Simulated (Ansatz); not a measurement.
# InS4: the cost of one run

Computed with Ansatz 0.2.0 (DFT PBE, scalar-relativistic, plane waves, PAW, unless a step's input says otherwise).

## 1. The system as given

It takes space group Im-3m (No. 229, cubic). The conventional cell has a = 6.391 Å, b = 6.391 Å, c = 6.391 Å, α = 90.00°, β = 90.00°, γ = 90.00°. In (site symmetry m-3m) has 8 S at 2.77 Å as nearest neighbours. S (site symmetry -3m) has 2 In at 2.77 Å as nearest neighbours.

Coordinates:

```xyz
5
Lattice="-3.1956 3.1956 3.1956 3.1956 -3.1956 3.1956 3.1956 3.1956 -3.1956" Properties=species:S:1:pos:R:3 pbc="T T T"
In    0.0000    0.0000    0.0000
S     1.5978    1.5978    1.5978
S     1.5978    1.5978   -1.5978
S     1.5978   -1.5978    1.5978
S    -1.5978    1.5978    1.5978
```

Recipe of the guess: random cell by space group and Wyckoff sites (Im-3m, No. 229). Lengths come from tabulated atomic sizes and are only a guess.

## 2. A first look at the guess

File input.yaml:

```yaml
crystal:
  lattice:
    - [-3.19564348, 3.19564348, 3.19564348]
    - [3.19564348, -3.19564348, 3.19564348]
    - [3.19564348, 3.19564348, -3.19564348]
  atoms:
    - { symbol: In, position: [0.0, 0.0, 0.0] }
    - { symbol: S, position: [0.5, 0.5, 0.5] }
    - { symbol: S, position: [0.0, 0.0, 0.5] }
    - { symbol: S, position: [0.0, 0.5, 0.0] }
    - { symbol: S, position: [0.5, 0.0, 0.0] }
basis:
  ecutwfc: 420
kpoints:
  mp_grid: { grid: [4, 4, 4] }
hamiltonian:
  xc: pbe
scf:
  occupations: { method: gaussian, width: 0.1 }
  lower_state_search: "off"
output:
  forces: true
  stress: true
  eigenvalues: true
```

Started as:

```
> ansatz run input.yaml --threads 1 --pin off --max-ram 2560MiB --backend cpu --events-out ev --progress --plain --runs-dir out
```

**Question.** How long does this run take on 1 thread of Arm Neoverse V2, shared host, and how much memory does it need?

About 1.4 s, with a peak of 0.35 GiB.
